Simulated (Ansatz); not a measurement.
# BrClF2GeH2: the cost of one run

All numbers below are computed with Ansatz 0.2.0 (RKS PBE-D4/def2-SVP).

**1. The system as given**

Bond lengths: Ge1–Cl2 2.570 Å, Ge1–F3 1.680 Å, Ge1–F4 1.679 Å, Ge1–H5 1.549 Å, Ge1–Br6 2.700 Å, Cl2–H7 1.519 Å, Br6–H7 1.695 Å. Angles: Ge1–Cl2–H7 73.4°, Cl2–Ge1–F3 109.4°, Cl2–Ge1–F4 109.5°, Cl2–Ge1–H5 109.5°, Cl2–Ge1–Br6 71.6°, F3–Ge1–F4 109.5°, F3–Ge1–H5 109.5°, F3–Ge1–Br6 178.9°, F4–Ge1–H5 109.5°, F4–Ge1–Br6 69.8°, H5–Ge1–Br6 70.1°, Ge1–Br6–H7 67.6°, Cl2–H7–Br6 147.4°.

As a file:

```xyz
7

Ge    0.0000    0.0000    0.0000
Cl    0.0000    0.0000    2.5700
F     1.5842    0.0000   -0.5594
F    -0.7913    1.3709   -0.5594
H    -0.7300   -1.2648   -0.5162
Br   -2.5622    0.0082    0.8514
H    -1.4556    0.0046    2.1355
```

**2. A restrained relaxation towards end A**

Springs on the bonds that form and break draw the guess towards this end; the thresholds are loose.

input.yaml

```yaml
crystal:
  periodic: [false, false, false]
  atoms:
    - { symbol: Ge, position_ang: [0.0, 0.0, 0.0] }
    - { symbol: Cl, position_ang: [0.0, 0.0, 2.57] }
    - { symbol: F, position_ang: [1.5842, 0.0, -0.5594] }
    - { symbol: F, position_ang: [-0.7913, 1.3709, -0.5594] }
    - { symbol: H, position_ang: [-0.73, -1.2648, -0.5162] }
    - { symbol: Br, position_ang: [-2.5622, 0.0082, 0.8514] }
    - { symbol: H, position_ang: [-1.4556, 0.0046, 2.1355] }
basis:
  gaussian: { orbitals: def2-SVP }
hamiltonian:
  xc: pbe
  dispersion: d4
relax:
  f_tol: 0.15
  max_steps: 25
  restrain:
    - { distance: [0, 5], at: 3.6, k: 30.0 }
    - { distance: [6, 1], at: 2.57, k: 30.0 }
    - { distance: [0, 1], at: 2.22, k: 30.0 }
    - { distance: [6, 5], at: 1.55, k: 30.0 }
output:
  orbitals: {}
```

Command:

```bash
$ ansatz run input.yaml --threads 4 --pin off --max-ram 5120MiB --backend cpu --events-out ev --progress --plain --runs-dir out
```

Q: Estimate wall time and peak memory on 4 threads of Arm Neoverse V2, shared host.

About 9.3 s, with a peak of 0.18 GiB.
